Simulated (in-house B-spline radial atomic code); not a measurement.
**C: ionisation energy by several methods**

An exercise on one series of results from a longer session: the logs are not shown, and one member is left open.

Method: non-relativistic, several functionals, spin-polarised; spherical all-electron atom at the radial basis limit. Code: in-house B-spline radial atomic code version 1.

## The atom as given

- element: carbon (Z = 6)
- charge: 0
- electrons: 6
- configuration: [He] 2s2 2p2
- nucleus: point

The outer shells:

[He] 2s2 2p2
```
[He] core
2s [↑↓]
2p [↑ ][↑ ][  ]
```

Where spins are not typed, each open shell is filled with up spins first.

The first run:

Settings of the run:

```ini
Z = 6
electrons = 6.0
configuration = [He] 2s2 2p2
hamiltonian = nr
method = pbe,pbe
spin_polarised = True
```

Steps of the session up to this table: PBE; AM05; LDA (PW92); revTPSS; Hartree-Fock; PW91; TPSS; r2SCAN.

One of the session's tables, all rows but one given; the rest of the session is left out.

```
      method  ΔSCF (eV)
  LDA (PW92)     11.763
         PBE     11.675
        AM05     11.603
        PW91     11.749
     revTPSS          ?
        TPSS     11.715
      r2SCAN     11.868
Hartree-Fock     10.811
```

**Question.** Estimate the row for revTPSS.

As computed: ΔSCF (eV): 11.658. In the column «ΔSCF (eV)» it lies between AM05 (11.603) and PBE (11.675).

Limits of these values: Meta-GGA runs start from a PBE run whose iterations are not counted. Mean absolute error by rung (exchange-only levels left out): LDA 0.50 eV, GGA 0.42 eV, meta-GGA 0.49 eV, Hartree-Fock 0.45 eV.
